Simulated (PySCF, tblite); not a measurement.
**AsGeH5Se2, a small molecule taken as a stand-in for a surface group (AsSe unit): NMR shifts, electronic excitations and spin-spin couplings**

What NMR shifts, electronic excitations and spin-spin couplings should one expect for `[GeH3][As]([SeH])[SeH]`?

Computed with tblite 0.8.0 and PySCF 2.14.0; each step states its level. No surroundings beyond the atoms listed, unless a continuum is named. Atoms count from 0, parts from 1.

### Step 1. Starting point

9 atoms, charge 0, multiplicity 1; geometry: distance geometry start.

### Step 2. Relaxing the cluster with GFN2-xTB

What the job is given:

```
{"job": {"kind": "relax", "xc": "GFN2-xTB", "basis": "xTB"}, "charge": 0, "multiplicity": 1}
Se    -1.743180     1.200069    -2.372552
As    -1.141731     0.326126    -0.231946
Se    -0.777428     1.920816     1.524814
Ge     0.380173    -1.508765    -0.257704
H     -2.225437     1.994485    -3.557907
H     -0.774062     3.066775     2.503433
H      0.995402    -1.649151    -1.654020
H      1.487738    -1.287451     0.756726
H     -0.361551    -2.798904     0.053410
```

Level: GFN2-xTB geometry optimisation, gas phase.

The run is started by

```sh
OMP_NUM_THREADS=1 python cluster_run.py task.json out
```

The driver reads the jobs from task.json and runs them one after another.

What it wrote:

```text
step      E/eV     max force
  0    -356.82268    1.392
  1    -356.90941    1.375
  2    -357.40969    2.048
  3    -357.64578    3.653
  4    -357.92561    3.354
  5    -358.31670    1.905
  6    -358.43151    1.222
  7    -358.53198    0.892
  8    -358.62110    0.932
  9    -358.75754    1.263
 10    -358.94311    1.990
 11    -359.16543    2.096
 12    -359.32346    1.784
 13    -359.45928    1.295
 14    -359.65548    2.086
 15    -359.74872    1.302
 16    -359.99908    0.689
 17    -360.07698    0.809
 18    -360.10480    0.553
 19    -360.15282    0.574
 20    -360.19504    0.478
 21    -360.22450    0.549
 22    -360.25068    0.592
 23    -360.27030    0.422
 24    -360.28024    0.274
 25    -360.28760    0.195
 26    -360.29197    0.216
 27    -360.29746    0.235
 28    -360.30160    0.167
 29    -360.30418    0.134
 30    -360.30594    0.136
 31    -360.30806    0.159
 32    -360.31064    0.155
 33    -360.31291    0.103
 34    -360.31425    0.090
 35    -360.31501    0.095
 36    -360.31589    0.098
 37    -360.31737    0.129
 38    -360.31959    0.139
 39    -360.32213    0.145
 40    -360.32406    0.142
 41    -360.32503    0.106
 42    -360.32559    0.061
 43    -360.32601    0.052
 44    -360.32621    0.036
 45    -360.32631    0.028
 46    -360.32641    0.029
 47    -360.32656    0.039
 48    -360.32672    0.047
 49    -360.32683    0.030
 50    -360.32686    0.013
 51    -360.32688    0.013
 52    -360.32691    0.020
 53    -360.32696    0.039
 54    -360.32707    0.059
 55    -360.32723    0.068
 56    -360.32740    0.051
 57    -360.32751    0.019
 58    -360.32755    0.018
 59    -360.32760    0.023
 60    -360.32770    0.036
 61    -360.32784    0.047
 62    -360.32797    0.036
 63    -360.32802    0.014
 64    -360.32803    0.003
```

Run time: 1.4 s. Hardware: 1 thread of Arm Neoverse V2, shared host.

Step by step:

```
step  energy from step 0 (eV)  largest force (eV/Å)
   0                   0.0000                1.3922
   2                  -0.5870                2.0479
   4                  -1.1029                3.3547
   6                  -1.6088                1.2216
   8                  -1.7984                0.9316
  10                  -2.1204                1.9902
  12                  -2.5008                1.7834
  14                  -2.8328                2.0865
  16                  -3.1764                0.6884
  18                  -3.2821                0.5531
  20                  -3.3724                0.4773
  22                  -3.4280                0.5923
  24                  -3.4576                0.2740
  26                  -3.4693                0.2161
  28                  -3.4789                0.1675
  30                  -3.4833                0.1360
  32                  -3.4880                0.1550
  34                  -3.4916                0.0908
  36                  -3.4932                0.0980
  38                  -3.4969                0.1390
  40                  -3.5014                0.1412
  42                  -3.5029                0.0616
  44                  -3.5035                0.0362
  46                  -3.5037                0.0294
  48                  -3.5040                0.0469
  50                  -3.5042                0.0131
  52                  -3.5042                0.0195
  54                  -3.5044                0.0591
  56                  -3.5047                0.0510
  58                  -3.5049                0.0173
  60                  -3.5050                0.0358
  62                  -3.5053                0.0354
  64                  -3.5054                0.0035
```

Close pairs (by a distance rule), those that changed most:

```
   bond  before (Å)  after (Å)  change (Å)
 Se2–H5       1.507      1.448      -0.059
 Se0–H4       1.506      1.447      -0.059
As1–Ge3       2.384      2.426      +0.042
 Ge3–H6       1.532      1.502      -0.031
 Ge3–H8       1.520      1.502      -0.018
 Ge3–H7       1.518      1.502      -0.017
As1–Se2       2.400      2.387      -0.013
Se0–As1       2.389      2.387      -0.003
```

### Step 3. Optimising the geometry at PBE0-D3(BJ)/def2-SVP

What the job is given:

```
{"job": {"xc": "PBE0", "basis": "def2-SVP", "d3": "d3bj", "grid": 2, "kind": "geom", "shake": 0.01}, "charge": 0, "multiplicity": 1}
Se    -0.573567     0.998618    -2.010079
As    -0.992359     0.245080     0.206542
Se     0.314498     1.696955     1.560187
Ge     0.700094    -1.520769     0.108930
H     -1.783921     1.845102    -2.039950
H     -0.780478     2.585302     1.856371
H      1.337360    -1.669067    -1.228126
H      1.785834    -1.354016     1.112430
H      0.036788    -2.850353     0.425145
```

What it wrote:

```text
step   0  E = -9116.81860492  max force = 0.018601
step   1  E = -9116.82212655  max force = 0.006670
step   2  E = -9116.82249330  max force = 0.000700
step   3  E = -9116.82250964  max force = 0.000202
step   4  E = -9116.82253411  max force = 0.000460
step   5  E = -9116.82255896  max force = 0.000637
step   6  E = -9116.82263907  max force = 0.000994
step   7  E = -9116.82273519  max force = 0.001280
step   8  E = -9116.82287157  max force = 0.001008
step   9  E = -9116.82342290  max force = 0.001810
step  10  E = -9116.82362083  max force = 0.001711
step  11  E = -9116.82379039  max force = 0.000983
step  12  E = -9116.82385169  max force = 0.000308
step  13  E = -9116.82388005  max force = 0.000467
step  14  E = -9116.82390138  max force = 0.000574
step  15  E = -9116.82391591  max force = 0.000269
optimisation converged
```

Run time: 4.4 min. Hardware: 1 thread of Arm Neoverse V2, shared host; peak memory 0.84 GiB.

The steps of the relaxation:

```
step  energy from step 0 (eV)  largest force component (eV/Å)
   0                   0.0000                          0.9565
   1                  -0.0958                          0.3430
   2                  -0.1058                          0.0360
   3                  -0.1063                          0.0104
   4                  -0.1069                          0.0237
   5                  -0.1076                          0.0328
   6                  -0.1098                          0.0511
   7                  -0.1124                          0.0658
   8                  -0.1161                          0.0518
   9                  -0.1311                          0.0931
  10                  -0.1365                          0.0880
  11                  -0.1411                          0.0505
  12                  -0.1428                          0.0158
  13                  -0.1435                          0.0240
  14                  -0.1441                          0.0295
  15                  -0.1445                          0.0138
```

Close pairs (by a distance rule), those that changed most:

```
   bond  before (Å)  after (Å)  change (Å)
 Ge3–H6       1.489      1.539      +0.050
 Ge3–H7       1.488      1.537      +0.049
 Se2–H5       1.441      1.473      +0.032
 Ge3–H8       1.519      1.537      +0.018
As1–Se2       2.377      2.391      +0.014
Se0–As1       2.378      2.393      +0.014
As1–Ge3       2.448      2.434      -0.014
 Se0–H4       1.477      1.472      -0.005
```

The end geometry stands in the next job.

```
                         at the end point                value
  point group (found at 0.08 Å tolerance)                   Cs
rotational constants (GHz, main isotopes)  0.912, 0.754, 0.480
                        dipole moment (D)                 1.09
```

### Step 4. Shielding tensors: PBE0/pcSseg-1

What the job is given:

```
{"job": {"kind": "nmr", "xc": "PBE0", "basis": "pcSseg-1"}, "charge": 0, "multiplicity": 1}
Se    -0.849036     0.707456    -2.011113
As    -0.874308     0.336387     0.352493
Se     0.754011     1.861299     1.212733
Ge     0.713558    -1.503138     0.210094
H     -2.156984     1.382501    -1.989791
H     -0.273841     2.757535     1.769153
H      1.959110    -1.086985    -0.591859
H      1.108679    -1.894021     1.642768
H     -0.007522    -2.664757    -0.492580
```

Method: GIAO PBE0/pcSseg-1 NMR shielding, non-relativistic, gas phase.

What it wrote:

```text
coarse grid: 41776 points
cycle   1  E = -9116.8924646964  dE = -3.353e+00  |g| = 1.410e+00  |ddm| = 3.295e+00
cycle   2  E = -9116.8882158565  dE =  4.249e-03  |g| = 1.068e+00  |ddm| = 1.029e+00
cycle   3  E = -9116.9639888049  dE = -7.577e-02  |g| = 2.346e-01  |ddm| = 7.770e-01
cycle   4  E = -9116.9703227545  dE = -6.334e-03  |g| = 7.983e-02  |ddm| = 2.851e-01
cycle   5  E = -9116.9716343688  dE = -1.312e-03  |g| = 1.713e-02  |ddm| = 1.023e-01
cycle   6  E = -9116.9716893938  dE = -5.503e-05  |g| = 2.275e-03  |ddm| = 1.835e-02
cycle   7  E = -9116.9716901949  dE = -8.011e-07  |g| = 6.348e-04  |ddm| = 3.407e-03
final grid: 79120 points
cycle   8  E = -9116.9716386670  dE =  2.749e-08  |g| = 8.199e-04  |ddm| = 2.132e-03
cycle   9  E = -9116.9716385140  dE =  1.529e-07  |g| = 1.172e-03  |ddm| = 2.463e-03
cycle  10  E = -9116.9716388699  dE = -3.558e-07  |g| = 1.153e-04  |ddm| = 1.361e-03
cycle  11  E = -9116.9716388727  dE = -2.852e-09  |g| = 2.417e-05  |ddm| = 1.525e-04
cycle  12  E = -9116.9716388729  dE = -1.419e-10  |g| = 5.595e-06  |ddm| = 3.237e-05
converged SCF energy = -9116.9716388729

GIAO shielding tensors (ppm)
atom      isotropic    diamagn.    paramagn.     s11        s22        s33       span
  0 Se    1768.295    2998.241   -1229.946   1316.110   1771.233   2217.541    901.432
  1 As    1263.637    2873.836   -1610.198    588.563   1556.266   1646.083   1057.520
  2 Se    1765.683    2998.196   -1232.513   1319.029   1770.844   2207.177    888.149
  3 Ge    1546.322    2755.267   -1208.944   1477.870   1507.741   1653.356    175.486
  4 H       28.826      29.073      -0.246     18.992     24.931     42.556     23.564
  5 H       28.812      29.023      -0.212     19.002     24.946     42.487     23.486
  6 H       26.838      27.556      -0.718     20.247     23.368     36.901     16.654
  7 H       26.913      27.425      -0.512     19.795     22.216     38.728     18.933
  8 H       26.916      27.426      -0.510     19.827     22.240     38.682     18.855
```

Run time: 33 s. Hardware: 1 thread of Arm Neoverse V2, shared host; peak memory 1.1 GiB.

Shifts follow as δ = σ(reference) − σ, with reference shieldings (ppm) from runs at the same level and on the same kind of geometry: ¹H TMS 31.27, ⁷⁷Se Me2Se 1770, ⁷³Ge GeMe4 1330, ⁷⁵As AsH3 1910. The references are single molecules in the gas phase. Shifts against hydride references such as AlH4− lie on their own scale. Atoms listed in one row are averaged.

```
   atoms                           environment  σ (ppm)  δ (ppm)
      H6  hydrogen on a germanium bonded to As    26.84     4.43
  H7, H8  hydrogen on a germanium bonded to As    26.91     4.35
  H4, H5   hydrogen on a selenium bonded to As    28.82     2.45
Se0, Se2              selenium bonded to As, H     1767        3
     As1            arsenic bonded to Ge, 2 Se     1264      647
     Ge3           germanium bonded to As, 3 H     1546     -216
```

Charges from the same density, by scheme (e):

```
   atoms  Mulliken    IAO  Hirshfeld  ESP fit
Se0, Se2     -0.21  -0.16      -0.08    -0.23
     As1     -0.08   0.12       0.09    -0.06
     Ge3      0.14   0.27       0.22     0.27
```

Mayer bond orders: Se0–As1 1.06, As1–Se2 1.06, As1–Ge3 0.88.

Orbitals, density, ELF and potential are computed afterwards from the orbital file.

Frontier orbitals at PBE0/pcSseg-1, with the share of their density that lies nearest to each atom:

```
orbital  energy (eV)                             lies on
   HOMO        -6.77            Se0, Se2 about 43 % each
   LUMO        -1.39  As1 42 %; Se0, Se2 about 21 % each
```

ELF in a plane through or near 3 of the atoms.

Ten even steps from '0' (0.00) to '9' (1.00):
```
0000000000000000000000000000
0000000000000000000000000000
0000000000000001110000000000
0000000000000145431243100000
0000001320000367644899920000
0000068996000267656999940000
0001699999300134543789820000
0002799999411123432122100000
0001389996445521245200000000
0000135531147536526410000000
0000124531147536516410000000
0001389985445521245200000000
0002799999411123442123100000
0001699999300134543789830000
0000169996000267655999950000
0000001330000367654899930000
0000000000000145531233100000
0000000000000001110000000000
0000000000000000000000000000
0000000000000000000000000000
```
The map spans 10.1 Å across and 9.7 Å up, centred on the molecule. Atoms in the plane (x, y in Å): As1 (0.7, 0.0), H7 (-2.3, -1.3), H8 (-2.3, 1.2).

On the surface of density 0.002 e/bohr³ the electrostatic potential runs, from the 1st to the 99th percentile, from -0.96 V near Se0 to 1.14 V near H5.

### Step 5. TDDFT and polarisability: CAM-B3LYP/def2-SVPD

The job, as its differences from that of step 4:

```diff
@@ -1,2 +1,2 @@
-{"job": {"kind": "nmr", "xc": "PBE0", "basis": "pcSseg-1"}, "charge": 0, "multiplicity": 1}
+{"job": {"kind": "uv", "xc": "CAM-B3LYP", "basis": "def2-SVPD", "nstates": 6, "ntriplets": 2, "ip": true}, "charge": 0, "multiplicity": 1}
 Se    -0.849036     0.707456    -2.011113
```

Level: TDDFT CAM-B3LYP/def2-SVPD, vertical, gas phase, core orbitals frozen in the response.

What it wrote:

```text
coarse grid: 41776 points
cycle   1  E = -9118.3570989004  dE = -3.020e+00  |g| = 5.104e-01  |ddm| = 3.406e+00
cycle   2  E = -9118.3676858185  dE = -1.059e-02  |g| = 4.791e-01  |ddm| = 9.416e-01
cycle   3  E = -9118.3979032081  dE = -3.022e-02  |g| = 5.603e-02  |ddm| = 5.172e-01
cycle   4  E = -9118.3984626201  dE = -5.594e-04  |g| = 1.736e-02  |ddm| = 8.027e-02
cycle   5  E = -9118.3985354877  dE = -7.287e-05  |g| = 6.636e-03  |ddm| = 3.620e-02
cycle   6  E = -9118.3985474104  dE = -1.192e-05  |g| = 1.287e-03  |ddm| = 1.180e-02
cycle   7  E = -9118.3985483442  dE = -9.339e-07  |g| = 4.910e-04  |ddm| = 3.874e-03
final grid: 79120 points
cycle   8  E = -9118.3984352639  dE = -1.449e-07  |g| = 4.275e-04  |ddm| = 2.104e-03
cycle   9  E = -9118.3984352860  dE = -2.206e-08  |g| = 4.414e-04  |ddm| = 1.099e-03
cycle  10  E = -9118.3984353172  dE = -3.119e-08  |g| = 4.300e-05  |ddm| = 4.421e-04
cycle  11  E = -9118.3984353188  dE = -1.648e-09  |g| = 2.301e-05  |ddm| = 1.512e-04
cycle  12  E = -9118.3984353194  dE = -5.348e-10  |g| = 4.679e-06  |ddm| = 1.275e-04
converged SCF energy = -9118.3984353194

Static polarisability (au): isotropic 128.285, principal 101.911 133.487 149.458

Singlet excitations
state   eV       nm        f      main configurations
  1   4.1591    298.1   0.01346   H->L 0.80, H-1->L+1 0.13
  2   4.3517    284.9   0.01847   H-1->L 0.63, H->L+1 0.24
  3   4.7886    258.9   0.00909   H->L+1 0.46, H-1->L 0.32, H-2->L 0.17
  4   5.1065    242.8   0.00534   H->L+2 0.68, H->L+3 0.11
  5   5.1444    241.0   0.01385   H-2->L 0.73, H->L+1 0.22
  6   5.2998    233.9   0.01559   H-1->L+2 0.52, H->L+4 0.26

Triplet excitations (Tamm-Dancoff, eV): 3.6478 3.7706
Vertical ionisation energy (delta-SCF) = 8.7512 eV
Vertical electron affinity (delta-SCF) = 0.0684 eV
```

Wall time 3.2 min (1 thread of Arm Neoverse V2, shared host); peak memory 1.1 GiB.

The orbitals next to the gap, with their largest atomic shares:

```
orbital      eV                         atoms
 HOMO−3  -10.41  As1 32 %, Ge3 18 %, Se0 17 %
 HOMO−2   -8.85  As1 39 %, Se2 17 %, Se0 16 %
 HOMO−1   -8.23  Se0 34 %, Se2 32 %, As1 27 %
   HOMO   -8.02            Se2 45 %, Se0 44 %
   LUMO   -0.61  As1 34 %, Se0 26 %, Se2 26 %
 LUMO+1   -0.05  As1 40 %, Se2 26 %, Se0 25 %
 LUMO+2    0.17  As1 25 %, Ge3 18 %, Se2 16 %
```

With each of the 6 states as a Gaussian band of 0.4 eV half-width at 1/e, the curve within the window shown has maxima at 286 nm (ε 1,300), 240 nm (ε 1,500) L/(mol cm). Beyond the last state computed it falls off for lack of states. The curve at chosen wavelengths:

```tsv
nm	ε (L/mol/cm)
221	566
226	913
231	1236
236	1444
241	1500
246	1430
251	1300
256	1177
261	1106
266	1100
271	1149
276	1223
281	1287
287	1314
292	1277
297	1187
302	1056
307	901
312	739
317	585
322	447
327	332
332	239
337	168
342	116
347	78
```

Ground-state properties from the same run:

```
           property  computed
  dipole moment (D)      1.06
polarisability (Å³)     19.01
 HOMO–LUMO gap (eV)      7.41
      −ε(HOMO) (eV)      8.02
```

### Step 6. Spin-spin couplings: B3LYP/pcSseg-1+pcJ-1

The job, as its differences from that of step 5:

```diff
@@ -1,2 +1,2 @@
-{"job": {"kind": "uv", "xc": "CAM-B3LYP", "basis": "def2-SVPD", "nstates": 6, "ntriplets": 2, "ip": true}, "charge": 0, "multiplicity": 1}
+{"job": {"kind": "j", "xc": "B3LYP", "basis": "pcJ-1"}, "charge": 0, "multiplicity": 1}
 Se    -0.849036     0.707456    -2.011113
```

Level: B3LYP/pcJ-1 As:pcSseg-1 Ge:pcSseg-1 Se:pcSseg-1 indirect spin-spin coupling, non-relativistic, gas phase.

What it wrote:

```text
coarse grid: 41776 points
cycle   1  E = -9118.1731149916  dE = -3.318e+00  |g| = 1.502e+00  |ddm| = 3.117e+00
cycle   2  E = -9118.1573137829  dE =  1.580e-02  |g| = 1.201e+00  |ddm| = 1.118e+00
cycle   3  E = -9118.2525194884  dE = -9.521e-02  |g| = 2.700e-01  |ddm| = 8.960e-01
cycle   4  E = -9118.2612196825  dE = -8.700e-03  |g| = 1.007e-01  |ddm| = 3.549e-01
cycle   5  E = -9118.2634579792  dE = -2.238e-03  |g| = 2.345e-02  |ddm| = 1.351e-01
cycle   6  E = -9118.2635626527  dE = -1.047e-04  |g| = 3.070e-03  |ddm| = 2.518e-02
cycle   7  E = -9118.2635642272  dE = -1.575e-06  |g| = 8.509e-04  |ddm| = 4.659e-03
final grid: 79120 points
cycle   8  E = -9118.2634952679  dE =  1.548e-07  |g| = 1.178e-03  |ddm| = 2.930e-03
cycle   9  E = -9118.2634947865  dE =  4.813e-07  |g| = 1.810e-03  |ddm| = 3.858e-03
cycle  10  E = -9118.2634957215  dE = -9.350e-07  |g| = 1.947e-04  |ddm| = 2.228e-03
cycle  11  E = -9118.2634957304  dE = -8.804e-09  |g| = 4.140e-05  |ddm| = 2.682e-04
cycle  12  E = -9118.2634957308  dE = -4.402e-10  |g| = 8.169e-06  |ddm| = 5.263e-05
converged SCF energy = -9118.2634957308

Indirect spin-spin couplings (Hz)
  i      j    bonds     total        FC       PSO       DSO        SD
  4 H    5 H    4      0.410     0.254     0.014     0.132     0.010
  4 H    6 H    4     -2.453    -0.639     0.831    -2.647     0.002
  4 H    7 H    4      4.815     6.638     0.790    -2.620     0.007
  4 H    8 H    4     -1.458    -0.380     0.513    -1.587    -0.003
  5 H    6 H    4     -2.516    -0.718     0.824    -2.624     0.002
  5 H    7 H    4     -1.540    -0.411     0.534    -1.660    -0.003
  5 H    8 H    4      4.887     6.696     0.785    -2.603     0.008
  6 H    7 H    2     13.149    15.789     1.118    -3.809     0.051
  6 H    8 H    2     12.648    15.276     1.114    -3.793     0.051
  7 H    8 H    2     13.030    15.828     1.179    -4.027     0.051
```

It took 70 s on 1 thread of Arm Neoverse V2, shared host; peak memory 1.1 GiB.

Couplings of 1 Hz or more over one to four bonds, nine at most for each number, with means over like pairs (isotopes 1H):

```
 pair  bonds  J (Hz)  Fermi contact (Hz)
H7–H8      2    13.0                15.8
H6–H7      2    12.9                15.5
H4–H6      4    -2.5                -0.7
H4–H7      4     1.7                 3.1
```

Means hide unlike values in this fixed geometry: H4–H7 from -1.5 to 4.9 Hz. They hold only if the pairs exchange fast.

The response was solved for the nuclei of H alone, so couplings that need other nuclei can be missing.

Quadrupole couplings from the field gradients of the same density:

```
atom  isotope  eQq/h (MHz)     η
 As1     75As       -186.5  0.48
 Ge3     73Ge        -37.9  0.03
```

### Step 7. What came out

| quantity | value |
| --- | --- |
| point group | Cs |
| rotational constants (main isotopes) | 0.91, 0.75, 0.48 GHz |
| ¹H shifts against TMS (PBE0/pcSseg-1, means over atoms taken as alike) | 4.43, 4.35, 2.45 ppm |
| ⁷⁷Se shifts against Me2Se (PBE0/pcSseg-1, means over atoms taken as alike) | 3 ppm |
| ⁷⁵As shifts against AsH3 (PBE0/pcSseg-1) | 647 ppm |
| ⁷³Ge shifts against GeMe4 (PBE0/pcSseg-1) | -216 ppm |
| potential on the surface of density 0.002 e/bohr³, 1st and 99th percentile | -0.96 V and 1.14 V |
| lowest singlet (CAM-B3LYP/def2-SVPD) | 4.16 eV (298 nm), f = 0.013 |
| brightest single state of those computed | state 2, 4.35 eV, f = 0.018 |
| lowest triplet | 3.65 eV |
| vertical ionisation energy (ΔSCF) | 8.75 eV |
| vertical electron affinity (ΔSCF) | 0.07 eV |
| largest coupling of the table (B3LYP/pcSseg-1+pcJ-1) | ²J(H,H) H7–H8, 13.0 Hz |

In words: The start of the PBE0/def2-SVP relaxation was shaken at random by about 0.01 Å, so part of the energy gained, and of the first lengths quoted, undoes that. Over 15 steps the energy fell by 0.145 eV; of the close pairs, Ge3–H6 changed most, 1.489 to 1.539 Å (PBE0/def2-SVP). No frequency check was run at this level, so the end point may be a saddle. Hydrogens of an XH3 group are listed apart at this fixed geometry; free rotation makes them one line at their mean. At PBE0/pcSseg-1: Shielding is most anisotropic at As1 (span 1058 ppm, paramagnetic term -1610 ppm). By nearest atom (PBE0/pcSseg-1), the HOMO sits on Se0, Se2 about 43 % each and the LUMO on As1 42 %; Se0, Se2 about 21 % each. The lowest singlet, at 4.16 eV, is HOMO→LUMO 0.80, HOMO−1→LUMO+1 0.13 and is weak; of the 6 states computed, the strongest absorption comes from state 2 at 4.35 eV. The lowest triplet lies 0.51 eV below the lowest singlet (triplets in Tamm-Dancoff, singlets in full TDDFT). ΔSCF puts the ionisation energy at 8.75 eV, 0.73 eV above −ε(HOMO). In the run at B3LYP/pcSseg-1+pcJ-1, the largest coupling of the table is H7–H8, 13.0 Hz, of which the Fermi-contact term gives 15.8 Hz. Spin-orbit coupling is left out, which matters for shieldings and couplings at and beside the heavy atoms.
